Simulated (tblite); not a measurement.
# C8H13P: the cost of one run

The runs use tblite 0.8.0 and PySCF 2.14.0, with density-fitted response routines of our own; the level of theory stands in each step. All values are computed, except where a source is named. Atoms count from 0, in the outputs and in this text.

## Step 1: The molecule as given

22 atoms, charge 0, multiplicity 1; geometry from: force field or distance geometry start.

Bonds of the start (Å): C0–C1 1.21, C1–P2 1.76, P2–C3 1.81, C3–C4 1.54, C4–C5 1.54, C5–C6 1.49, C6–C7 1.47, C7–C8 1.49, C8–C3 1.51, C0–H9 1.05, P2–H10 1.45, C3–H11 1.12, C4–H12 1.12, C4–H13 1.10, C5–H14 1.12, C5–H15 1.11, C6–H16 1.13, C6–H17 1.12, C7–H18 1.13, C7–H19 1.12, C8–H20 1.09, C8–H21 1.11.

## Step 2: Relaxing the molecule with GFN2-xTB

What the job is given:

```
{"job": {"kind": "relax", "xc": "GFN2-xTB", "basis": "xTB"}, "charge": 0, "multiplicity": 1}
C      4.250700    -0.598700     0.144100
C      3.341800     0.068100    -0.299000
P      2.020200     1.056200    -0.921900
C      0.346200     0.560400    -0.450900
C      0.112600     0.327600     1.050800
C     -1.388400     0.622300     1.192600
C     -2.198100    -0.372500     0.428400
C     -1.635100    -0.896600    -0.821800
C     -0.188100    -0.698000    -1.093600
H      5.031900    -1.178600     0.550000
H      2.278600     2.486200    -0.883100
H     -0.374000     1.365200    -0.751600
H      0.204800    -0.770600     1.261700
H      0.736300     0.959200     1.692100
H     -1.526900     1.605700     0.669000
H     -1.671100     0.768700     2.256600
H     -2.503700    -1.168700     1.171300
H     -3.167800     0.133400     0.179800
H     -2.206500    -0.486400    -1.706800
H     -1.826100    -1.997300    -0.873600
H      0.003000    -0.618700    -2.168300
H      0.349500    -1.548200    -0.626800
```

Run with:

```sh
$ OMP_NUM_THREADS=1 python probes_run.py task.json out
```

This one command runs all jobs of the session in turn.

Q: Estimate the wall time and peak memory of this first job on 1 thread of Arm Neoverse V2, shared host.

About 1 s, with a peak of 0.18 GiB.
